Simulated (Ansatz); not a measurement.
# C2H3BFN: basis-set convergence

How large a basis does C2H3BFN need? Two functionals are run in growing sets.

Method: one geometry, several basis sets; program: Ansatz 0.2.0, Gaussian basis.

The runs, in order: PBE0-D4/def2-SVP; ωB97M-V/def2-SVP; PBE0-D4/def2-QZVPP; ωB97M-V/def2-QZVPP; the functionals' def2-TZVPP values are taken from earlier runs.

## (1) Structure used throughout

An earlier PBE0-D4 in a triple-zeta def2 set relaxation fixed the geometry.

SMILES `FB1CC=N1`, 8 atoms, charge 0, spin multiplicity 1.

Atoms are counted from 1 here; the program's logs count them from 0.

Bond lengths: F1–B2 1.309 Å, B2–C3 1.592 Å, B2–N5 1.472 Å, C3–C4 1.514 Å, C3–H6 1.092 Å, C3–H7 1.092 Å, C4–N5 1.291 Å, C4–H8 1.095 Å. Angles: F1–B2–C3 136.0°, F1–B2–N5 129.3°, C3–B2–N5 94.4°, B2–C3–C4 74.0°, B2–C3–H6 118.0°, B2–C3–H7 120.6°, C4–C3–H6 113.9°, C4–C3–H7 116.9°, H6–C3–H7 109.5°, C3–C4–N5 106.3°, C3–C4–H8 129.1°, N5–C4–H8 124.5°, B2–N5–C4 84.9°.

As a file:

```
F    -1.46814    1.70829   -0.63252
B    -0.69758    0.66428   -0.45628
C     0.52823    0.29213    0.48846
C     0.11290   -0.99911   -0.18497
N    -0.80813   -0.68522   -1.03410
H     1.52114    0.64221    0.20018
H     0.42756    0.33786    1.57445
H     0.47612   -2.01755   -0.01101
```

## (2) PBE0-D4 in def2-SVP

Input file in.yaml:

```yaml
crystal:
  periodic: [false, false, false]
  atoms:
    - {symbol: F, position_ang: [-1.468136, 1.708294, -0.632520]}
    - {symbol: B, position_ang: [-0.697584, 0.664284, -0.456280]}
    - {symbol: C, position_ang: [0.528228, 0.292128, 0.488459]}
    - {symbol: C, position_ang: [0.112896, -0.999113, -0.184974]}
    - {symbol: N, position_ang: [-0.808126, -0.685223, -1.034104]}
    - {symbol: H, position_ang: [1.521140, 0.642211, 0.200180]}
    - {symbol: H, position_ang: [0.427558, 0.337864, 1.574449]}
    - {symbol: H, position_ang: [0.476123, -2.017545, -0.011012]}
basis:
  gaussian: {orbitals: def2-SVP}
hamiltonian: {xc: pbe0, dispersion: d4}
output: {orbitals: {seedname: orbitals}}
```

Command:

```console
> ansatz run in.yaml --threads 2 --pin off --events-out ev --progress --plain --max-ram 4352MiB
```

After this run come: ωB97M-V in def2-SVP; PBE0-D4 in def2-QZVPP; ωB97M-V in def2-QZVPP.

**Question.** What will the summary of the whole plan be? Wanted: PBE0-D4: double and triple zeta above quadruple; ωB97M-V: double and triple zeta above quadruple.

The runs gave:

| quantity | value |
| --- | --- |
| PBE0-D4: double and triple zeta above quadruple | 8.39, 0.38 eV |
| ωB97M-V: double and triple zeta above quadruple | 8.59, 0.35 eV |

PBE0-D4 gains 8.01 eV from double to triple zeta, then 0.38 eV more. These are total energies; as a rule much of such shifts cancels in differences, which this series doesn't test.
